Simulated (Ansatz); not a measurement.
# Zn: the cost of one run

Computed with Ansatz 0.2.0 (DFT PBEsol, scalar-relativistic, unless a step's input says otherwise).

**1. The structure to begin with**

It takes space group P6_3/mmc (No. 194, hexagonal). The conventional cell has a = 2.665 Å, b = 2.665 Å, c = 4.947 Å, α = 90.00°, β = 90.00°, γ = 120.00°. Zn (site symmetry -6m2) has 12 Zn at 2.66 to 2.91 Å as nearest neighbours.

Structure file:

```cif
data_structure
_symmetry_space_group_name_H-M 'P 1'
_symmetry_Int_Tables_number 1
_cell_length_a 2.6648
_cell_length_b 2.6648
_cell_length_c 4.9467
_cell_angle_alpha 90.000
_cell_angle_beta 90.000
_cell_angle_gamma 120.000
_cell_volume 30.42
loop_
_atom_site_label
_atom_site_type_symbol
_atom_site_fract_x
_atom_site_fract_y
_atom_site_fract_z
_atom_site_occupancy
Zn1 Zn 0.33333 0.66667 0.25000 1
Zn2 Zn 0.66667 0.33333 0.75000 1
```

Atoms are numbered in the order of the input: Zn1, Zn2.

**2. After the deformation**

Space group P6_3/mmc before, P6_3/mmc after.

**3. All-electron LAPW**

Contents of input.yaml:

```yaml
crystal:
  lattice:
    - [2.6647980532, 0.0, 0.0]
    - [-1.3323990266, 2.30778281, 0.0]
    - [0.0, 0.0, 5.045634]
  atoms:
    - { symbol: Zn, position: [0.3333333333, 0.6666666667, 0.25] }
    - { symbol: Zn, position: [0.6666666667, 0.3333333333, 0.75] }
kpoints:
  mp_grid: { grid: [16, 16, 8] }
  band_path:
    path:
      - [0.0, 0.0, 0.0]
      - [0.5, 0.0, 0.0]
      - [0.3333333333, 0.3333333333, 0.0]
      - [0.0, 0.0, 0.0]
      - [0.0, 0.0, 0.5]
      - [0.5, 0.0, 0.5]
      - [0.3333333333, 0.3333333333, 0.5]
      - [0.0, 0.0, 0.5]
      - [0.5, 0.0, 0.5]
    npoints: 5
scf:
  occupations: { method: fermi_dirac, width: 0.03 }
hamiltonian:
  xc: pbesol
  pseudopotentials: { kind: all_electron, lapw: { basis_error: 0.00025 } }
output:
  forces: true
  stress: true
  eigenvalues: true
```

Launch:

```sh
$ ansatz run input.yaml --threads 1 --pin off --max-ram 3072MiB --backend cpu --events-out ev --progress --plain --runs-dir out
```

What time and memory should one allow on 1 thread of Arm Neoverse V1, shared host?

About 43 s, with a peak of 0.54 GiB.
